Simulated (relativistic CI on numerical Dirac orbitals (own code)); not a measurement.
# Os LXXIV (Os⁷³⁺): levels and lines

Aim: the low levels of Os⁷³⁺, their labels and the strongest lines; runs with one setting changed show what the result hangs on.

Method: Dirac-Coulomb-Breit CI, KLI orbitals optimised for each configuration, model QED (radiative potential, 1s self-energy scaled to tabulated hydrogen-like ionisation energies). Code: relativistic CI on numerical Dirac orbitals (own code) version 2.

**1. The atom as given**

- ion: Os⁷³⁺ (Os LXXIV)
- nuclear charge: 76
- electrons: 3
- isotope: A = 192
- first configuration typed: [He] 2s

The outer shells:

first configuration typed
```
[He] core
2s [↑ ]
```

**2. CI with the chosen configurations**

The run's settings:

```ini
atom Os  Z=76  charge=73  electrons=3
nucleus A=192  rms_radius_fm=5.4126
hamiltonian dirac-coulomb  breit=on  qed=on  c_scale=1
orbitals kli  potential=per-configuration
slater_scale 1
correlation none
mixing on
configurations
  [He] 2s
  [He] 2p
  [He] 3s
  [He] 3p
  [He] 3d
  [He] 4s
  [He] 4p
  [He] 4d
  [He] 4f
  [He] 5s
  [He] 5p
  [He] 5d
  [He] 5f
  [He] 5g
  [He] 6s
  [He] 6p
  [He] 6d
end
```

**3. Slater integrals scaled by 0.9**

Settings: those of step 2 with these lines changed.

```diff
@@ -4,3 +4,3 @@
 orbitals kli  potential=per-configuration
-slater_scale 1
+slater_scale 0.9
 correlation none
```

**4. Non-relativistic limit (c × 1000)**

Settings: those of step 3 with these lines changed.

```diff
@@ -2,5 +2,5 @@
 nucleus A=192  rms_radius_fm=5.4126
-hamiltonian dirac-coulomb  breit=on  qed=on  c_scale=1
+hamiltonian dirac-coulomb  breit=off  qed=off  c_scale=1000
 orbitals kli  potential=per-configuration
-slater_scale 0.9
+slater_scale 1
 correlation none
```

**5. The first configuration alone**

The run's settings:

```ini
atom Os  Z=76  charge=73  electrons=3
nucleus A=192  rms_radius_fm=5.4126
hamiltonian dirac-coulomb  breit=on  qed=on  c_scale=1
orbitals kli  potential=per-configuration
slater_scale 1
correlation none
mixing on
configurations
  [He] 2s
end
```

(Steps that only read results are left out.)

What does the calculation give? Wanted: lowest level; first excitation; lowest level of the other parity; fastest E1 line; ionisation energy.

The runs gave:

| run | time | mean size of shift, levels followed (cm⁻¹) | lowest level | ionisation energy (eV) |
| --- | --- | --- | --- | --- |
| main run | 0.78 s | 0 | 2s 2S1/2 | 20919 |
| Slater integrals scaled by 0.9 | 0.75 s | 0.0 | 2s 2S1/2 | 20919 |
| non-relativistic limit (c × 1000) | 0.18 s | 13361594 | 2s 2S1/2 | - |
| the first configuration alone | 0.03 s | - | 2s 2S1/2 | - |

The tabulated theoretical ionisation energy (NIST) is 20920.6 eV.

```
                                       quantity                       value
                                   lowest level                    2s 2S1/2
                               first excitation        2p 2P°1/2, 203.23 eV
               lowest level of the other parity        2p 2P°1/2, 203.23 eV
                            levels in the model                          29
  fastest E1 line (by rate) to the lowest level  0.09984 nm, from 3p 2P°3/2
                              ionisation energy                    20919 eV
ionisation energy, tabulated theoretical (NIST)                  20920.6 eV
```

In words: 2s 2S1/2 comes out lowest; its LS label holds 100 % and its jj label 100 %; over the low levels the means are 100 and 100 %, so both schemes do about equally well. The ionisation energy from the two ground configurations alone is 0.0078 % below the tabulated theoretical value. The largest mover is «non-relativistic limit (c × 1000)» (13361594 cm⁻¹ on average). Lifetimes count radiative decay inside the model alone.
